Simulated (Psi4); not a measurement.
# CH4ClGeO (SMILES [CH3][Ge]([OH])[Cl]) at UTPSSh/6-31G(d) (spherical functions)

What is the energy change on altering one bond length of CH4ClGeO at UTPSSh/6-31G* (spherical functions)? 

The calculation is run with Psi4 1.11.

1 further run of the same task is left out (set aside as unsound or not needed). Runs told in other sessions of the task aren't counted.

**1. The molecule**

The species is CH4ClGeO (8 atoms), meant as a doublet with charge 0. As SMILES, `[CH3][Ge]([OH])[Cl]`. The shape is that of a PBE0-D4/def2-TZVP optimisation. This is one conformer, not always the lowest.

Bond lengths: C1–Ge2 1.958 Å, Ge2–O3 1.780 Å, Ge2–Cl4 2.184 Å, C1–H5 1.090 Å, C1–H6 1.092 Å, C1–H7 1.089 Å, O3–H8 0.961 Å. Angles: C1–Ge2–O3 104.8°, C1–Ge2–Cl4 109.0°, O3–Ge2–Cl4 106.9°, Ge2–C1–H5 109.2°, Ge2–C1–H6 107.2°, Ge2–C1–H7 109.9°, Ge2–O3–H8 113.2°, H5–C1–H6 110.0°, H5–C1–H7 110.2°, H6–C1–H7 110.2°.

**2. The energy at UTPSSh/6-31G(d) (spherical functions)**

ch4clgeo.xyz reads:

```xyz
8
CH4ClGeO
C      0.070000     1.235100    -0.045900
Ge    -0.661500    -0.553500     0.272700
O      0.714600    -1.504600     0.880000
Cl    -1.247100    -1.432100    -1.639400
H      0.419500     1.652400     0.898100
H      0.906900     1.122600    -0.737600
H     -0.694800     1.876200    -0.480900
H      0.584600    -2.453200     0.797100
```

job.py reads:

```python
import psi4

psi4.set_memory('2200 MB')
psi4.set_num_threads(1)
psi4.core.set_output_file('ch4clgeo.out', False)

with open('ch4clgeo.xyz') as f:
    atoms = ''.join(f.readlines()[2:])
mol = psi4.geometry('0 2\n' + atoms + 'symmetry c1')

options = {'basis': '6-31G*', 'reference': 'uks', 'puream': True, 'e_convergence': 1e-09, 'd_convergence': 1e-08, 'scf_type': 'pk', 'dft_radial_points': 99, 'dft_spherical_points': 590, 'maxiter': 100}
psi4.set_options(options)

e_tot, wfn = psi4.energy('tpssh', return_wfn=True)
psi4.oeprop(wfn, 'MULLIKEN_CHARGES', 'MAYER_INDICES', 'DIPOLE')
print(f'total energy {e_tot:.8f} hartree = {e_tot * 27.211386:.5f} eV')
```

The run is started by

```
$ python job.py
```

ch4clgeo.out:

```text
[...]
  Running in c1 symmetry.
[...]
  Nuclear repulsion =  363.285753670846702
[...]
  Multiplicity = 2
[...]
  Nalpha       = 34
  Nbeta        = 33
[...]
    Number of basis functions: 86
[...]
   @UKS iter   1: -2651.04188391188609   -1.95487e+00   3.26835e-02 DIIS/ADIIS
[...]
   @UKS iter  14: -2652.65354060317577   -4.54747e-12   9.40892e-09 DIIS
[...]
   @S^2 Observed:                7.524040024E-01
[...]
    Orbital Energies [Eh]
    ---------------------
    Alpha Occupied:
       1A   -398.487929     2A   -101.351536     3A    -49.634310
       4A    -44.130255     5A    -44.129427     6A    -44.128569
       7A    -19.085397     8A    -10.135085     9A     -9.357408
      10A     -7.104586    11A     -7.097870    12A     -7.097427
      13A     -6.200894    14A     -4.367906    15A     -4.365824
      16A     -4.362928    17A     -1.187244    18A     -1.182791
      19A     -1.180676    20A     -1.179416    21A     -1.178327
      22A     -0.975675    23A     -0.784477    24A     -0.701948
      25A     -0.529248    26A     -0.444485    27A     -0.415174
      28A     -0.406814    29A     -0.356706    30A     -0.341536
      31A     -0.327330    32A     -0.299719    33A     -0.292357
      34A     -0.206685
[...]
  @UKS Final Energy: -2652.65354060317577
   => Energetics <=
    Nuclear Repulsion Energy =            363.2857536708467023
    One-Electron Energy =               -4410.8861050560171861
    Two-Electron Energy =                1505.7969262296310262
    DFT Exchange-Correlation Energy =    -110.8501154476357726
    Empirical Dispersion Energy =           0.0000000000000000
    VV10 Nonlocal Energy =                  0.0000000000000000
    Total Energy =                      -2652.6535406031753155
  UHF NO Occupations:
  HONO-2 :   32  A 1.9998292
  HONO-1 :   33  A 1.9992093
[...]
 Multipole Moments:
 ------------------------------------------------------------------------------------
     Multipole            Electronic (a.u.)      Nuclear  (a.u.)        Total (a.u.)
 ------------------------------------------------------------------------------------
 L = 1.  Multiply by 2.5417464519 to convert [e a0] to [Debye]
 Dipole X            :         -4.7156699            4.8220521            0.1063821
 Dipole Y            :         -3.6471480            4.0071201            0.3599721
 Dipole Z            :          2.1617526           -1.6786892            0.4830634
 Magnitude           :                                                    0.6117576
[...]
  Mulliken Charges: (a.u.)
   Center  Symbol    Alpha    Beta     Spin     Total
       1     C     3.37052  3.22178  0.14873 -0.59230
       2    GE    16.10838 15.44924  0.65913  0.44238
       3     O     4.38501  4.27064  0.11438 -0.65565
       4    CL     8.66176  8.57896  0.08280 -0.24071
       5     H     0.39557  0.40268 -0.00711  0.20175
       6     H     0.40185  0.38762  0.01423  0.21053
       7     H     0.39601  0.40318 -0.00717  0.20081
       8     H     0.28090  0.28590 -0.00500  0.43320
   Total alpha = 34.00000, Total beta = 33.00000, Total charge =  0.00000
[...]
```

On the terminal:

```text
total energy -2652.65354060 hartree = -72182.37942 eV
```

It took 46 s on 1 thread of AMD EPYC 9R45 (Zen 5), shared host; peak memory 1.4 GiB.

**3. The distorted shape: energy and gradient at UTPSSh/6-31G(d) (spherical functions)**

run_ase.py reads:

```python
import numpy as np
from ase.calculators.psi4 import Psi4
from ase import Atoms

a = Atoms(['C', 'Ge', 'O', 'Cl', 'H', 'H', 'H', 'H'], positions=[
    [-0.342823, 1.520425, -0.228087],
    [-1.074323, -0.268175, 0.090513],
    [0.714600, -1.504600, 0.880000],
    [-1.659923, -1.146775, -1.821587],
    [0.006677, 1.937725, 0.715913],
    [0.494077, 1.407925, -0.919787],
    [-1.107623, 2.161525, -0.663087],
    [0.584600, -2.453200, 0.797100],
])
calc = Psi4(atoms=a, method='tpssh', basis='6-31G*', memory='2200MB', num_threads=1, charge=0, multiplicity=2, label='psi4-calc', reference='uks')
calc.psi4.set_options({'puream': True, 'e_convergence': 1e-09, 'd_convergence': 1e-08, 'scf_type': 'pk', 'dft_radial_points': 99, 'dft_spherical_points': 590, 'maxiter': 100})
a.calc = calc

forces = a.get_forces()
print(f'energy: {a.get_potential_energy():.6f} eV')
print('forces / eV A^-1')
print(np.round(forces, 5))
```

The run is started by

```
$ python run_ase.py
```

psi4-calc.dat, cut to the lines that bear on the results:

```text
[...]
  Running in c1 symmetry.
[...]
  Nuclear repulsion =  339.881612283033803
[...]
  Multiplicity = 2
[...]
  Nalpha       = 34
  Nbeta        = 33
[...]
    Number of basis functions: 86
[...]
   @UKS iter   1: -2650.85761290758091   -2.15397e+00   3.29551e-02 DIIS/ADIIS
[...]
   @UKS iter  18: -2652.60356185627370   -5.00222e-12   9.00679e-09 DIIS
[...]
   @S^2 Observed:                7.619788453E-01
[...]
  @UKS Final Energy: -2652.60356185627370
   => Energetics <=
    Nuclear Repulsion Energy =            339.8816122830338031
    One-Electron Energy =               -4363.7618079219391802
    Two-Electron Energy =                1482.0234915826983979
    DFT Exchange-Correlation Energy =    -110.7468578000665786
    Empirical Dispersion Energy =           0.0000000000000000
    VV10 Nonlocal Energy =                  0.0000000000000000
    Total Energy =                      -2652.6035618562732452
  UHF NO Occupations:
  HONO-2 :   32  A 1.9995432
  HONO-1 :   33  A 1.9947371
[...]
 Multipole Moments:
 ------------------------------------------------------------------------------------
     Multipole            Electronic (a.u.)      Nuclear  (a.u.)        Total (a.u.)
 ------------------------------------------------------------------------------------
 L = 1.  Multiply by 2.5417464519 to convert [e a0] to [Debye]
 Dipole X            :         -5.8365462            5.5365521           -0.2999940
 Dipole Y            :         -2.7607399            3.5132893            0.7525494
 Dipole Z            :          1.5082748           -1.3633661            0.1449087
 Magnitude           :                                                    0.8229980
[...]
  -Total Gradient:
     Atom            X                  Y                   Z
    ------   -----------------  -----------------  -----------------
       1       -0.006480644666    -0.003532218395     0.002840005700
       2       -0.040558919479     0.045260665337    -0.028492456495
       3        0.034677473588    -0.052816370163     0.015086925307
       4        0.000214837354    -0.001087526882     0.004077570342
       5       -0.000373714355     0.000157556629    -0.002046008451
       6       -0.001405091161    -0.000892367216     0.001503913723
       7        0.002896069654    -0.000779713966     0.001576458793
       8        0.011026649545     0.013685224143     0.005433218476
[...]
```

The script printed:

```text
energy: -72181.019491 eV
forces / eV A^-1
[[ 0.33325  0.18163 -0.14604]
 [ 2.08562 -2.3274   1.46514]
 [-1.78319  2.71593 -0.7758 ]
 [-0.01105  0.05592 -0.20968]
 [ 0.01922 -0.0081   0.10521]
 [ 0.07225  0.04589 -0.07733]
 [-0.14892  0.04009 -0.08106]
 [-0.56701 -0.70372 -0.27939]]
```

Wall time 68 s (1 thread of AMD EPYC 9R45 (Zen 5), shared host); peak memory 1.3 GiB.

**4. Summary of results**

Level: UTPSSh/6-31G* (spherical functions).

```
                                                          quantity           value
                                         first shape: total energy  -2652.65354 Eh
                                        first shape: dipole moment          1.55 D
                   first shape: HOMO energy (highest over α and β)        -5.62 eV
                    first shape: LUMO energy (lowest over α and β)        -3.44 eV
                                                 first shape: ⟨S²⟩           0.752
                                     distorted shape: total energy  -2652.60356 Eh
                                    distorted shape: dipole moment          2.09 D
               distorted shape: HOMO energy (highest over α and β)        -6.20 eV
                distorted shape: LUMO energy (lowest over α and β)        -4.16 eV
                                             distorted shape: ⟨S²⟩           0.762
                         distorted shape: largest force on an atom      3.452 eV/Å
energy change with the Ge2–O3 bond stretched from 1.780 to 2.313 Å        1.360 eV
```

What this shows: With the Ge2–O3 bond stretched from 1.780 to 2.313 Å the energy rises by 1.36 eV (131 kJ/mol). The first shape isn't relaxed at this level, so the change isn't measured from a minimum.
